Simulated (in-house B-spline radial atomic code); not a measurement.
# V⁴⁺: ionisation energy by several methods

An exercise on one series of results from a longer session: the logs are not shown, and one member is left open.

Method: scalar-relativistic (X2C), several functionals, spin-polarised; spherical all-electron atom at the radial basis limit. Code: in-house B-spline radial atomic code version 1.

## The atom as given

* element: vanadium (Z = 23)
* charge: +4
* electrons: 19
* configuration: [Ar] 3d1
* nucleus: Fermi, rms radius 3.600 fm

The outer shells:

[Ar] 3d1
```
[Ar] core
3d [↑ ][  ][  ][  ][  ]
```

Where spins are not typed, each open shell is filled with up spins first.

The first run:

Settings of the run:

```ini
Z = 23
electrons = 19.0
configuration = [Ar] 3d1
hamiltonian = x2c
method = lda,pw
spin_polarised = True
nucleus = fermi
rms_radius = 3.6002
mass_number = 51
atomic_mass = 50.943957664
speed_of_light = 137.035999084
```

Among the steps run: LDA (PW92); PBEsol, a GGA; Hartree-Fock; OLYP, a GGA; LDA (VWN5); TPSS, a meta-GGA; exchange-only LDA; PW91, a GGA.

One table of the session follows, with a row left open; its other results are not shown here.

| method | ΔSCF (eV) |
| --- | --- |
| LDA (PW92) | 65.803 |
| LDA (VWN5) | 65.813 |
| exchange-only LDA | 64.045 |
| PBEsol | 65.502 |
| OLYP | ? |
| PW91 | 65.673 |
| TPSS | 65.287 |
| Hartree-Fock | 64.189 |

**Question.** Estimate the row for OLYP.

The run gave: ΔSCF (eV): 65.778. In the column «ΔSCF (eV)» it lies between PW91 (65.673) and LDA (PW92) (65.803).

Members of this set that are not shown: 1 did not converge; 12 used exact exchange with fractional occupations of an open shell, which is unsound here.
